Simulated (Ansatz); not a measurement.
# SiAsH (singlet): from Hartree-Fock to the top rungs, cc-pVDZ

One table from this session's results is given with a row withheld; the runs are named, their logs left out.

Computed with Ansatz 0.2.0, Gaussian basis. Level: cc-pVDZ, core rule «outside noble gas», up to 19 orbitals frozen.

Plan: UHF; CCSD(T) on RHF; CCSD(T) on UHF; BCCD(T) on RHF; CISD; CCSDT(Q) on RHF; CCSDT(Q) on UHF; CASSCF and MRCISD+Q, 10 electrons in 9 orbitals; CASSCF and NEVPT2, 10 electrons in 9 orbitals.

26 further runs of the same task are left out: 12 that didn't finish, 14 set aside as unsound or not needed. Runs told in other sessions of the task aren't counted.

## The geometry

The geometry is a PBE0/def2-TZVP stationary point (not a proven minimum) of the parent state, kept for this charge and spin. No spin-orbit coupling is included. The filled d shell of As may be among the frozen orbitals whatever the setting's name suggests.

3 atoms, charge 0, spin multiplicity 1.

Atoms are counted from 1 here; the program's logs count them from 0.

Bond lengths: Si1–As2 2.376 Å, As2–H3 1.534 Å. Angles: Si1–As2–H3 96.9°.

Geometry (Å):

```xyz
3

Si    0.0000    0.0280    1.7362
As    0.0000   -0.0305   -0.6393
H     0.0000    1.4877   -0.8606
```

The first run:

File in.yaml:

```yaml
crystal:
  periodic: [false, false, false]
  atoms:
    - {symbol: Si, position_ang: [0.000000, 0.027963, 1.736186]}
    - {symbol: As, position_ang: [0.000000, -0.030497, -0.639258]}
    - {symbol: H, position_ang: [0.000000, 1.487685, -0.860592]}
basis:
  gaussian: {orbitals: cc-pVDZ}
magnetization: {spin_polarized: true, initial_magnetization: 0}
hamiltonian: {xc: hf}
output: {orbitals: {seedname: orbitals}}
```

On the command line:

```
ansatz run in.yaml --threads 1 --pin off --events-out ev --progress --plain --max-ram 2393MiB
```

Among the steps run: UHF; CCSD(T) on RHF; CCSD(T) on UHF; BCCD(T) on RHF; CISD; CCSDT(Q) on RHF; CCSDT(Q) on UHF; CASSCF and MRCISD+Q, 10 electrons in 9 orbitals; CASSCF and NEVPT2, 10 electrons in 9 orbitals.

One table of the session follows, with a row left open; its other results are not shown here.

| method | from RCCSDT(Q) (kcal/mol) |
| --- | --- |
| RHF | +146.09 |
| UHF | +136.84 |
| RMP2 | +29.23 |
| UMP2 | +40.29 |
| CISD | +22.64 |
| RCCSD | +9.02 |
| UCCSD | +9.93 |
| RCCSD(T) | +1.68 |
| UCCSD(T) | +3.24 |
| BCCD(T) | +1.71 |
| RCCSDT | +0.79 |
| UCCSDT | +0.94 |
| RCCSDT(Q) | 0 |
| UCCSDT(Q) | ? |
| CASSCF valence | +88.29 |
| NEVPT2 valence | +21.02 |
| MRCISD valence | +7.15 |
| MRCISD+Q valence | +0.44 |

Estimate the missing values for UCCSDT(Q).

**Answer.** from RCCSDT(Q) (kcal/mol): -0.06. In the column «from RCCSDT(Q) (kcal/mol)» it is the lowest.

Caveats from the session: The determinant of HF (⟨S²⟩ 0.78) is far from a pure spin state, so its energy mixes those of several spin states; that is harmless only where they are near-degenerate. The determinant of CCSD(T) (⟨S²⟩ 0.78) is far from a pure spin state, so its energy mixes those of several spin states; high orders of coupled cluster remove much of that, low ones don't. The determinant of CCSDT(Q) (⟨S²⟩ 0.78) is far from a pure spin state, so its energy mixes those of several spin states; high orders of coupled cluster remove much of that, low ones don't. Restricted and unrestricted rows rest on different reference determinants; a gap between their highest levels can come from leftover correlation error, from unlike frozen cores or from another state.
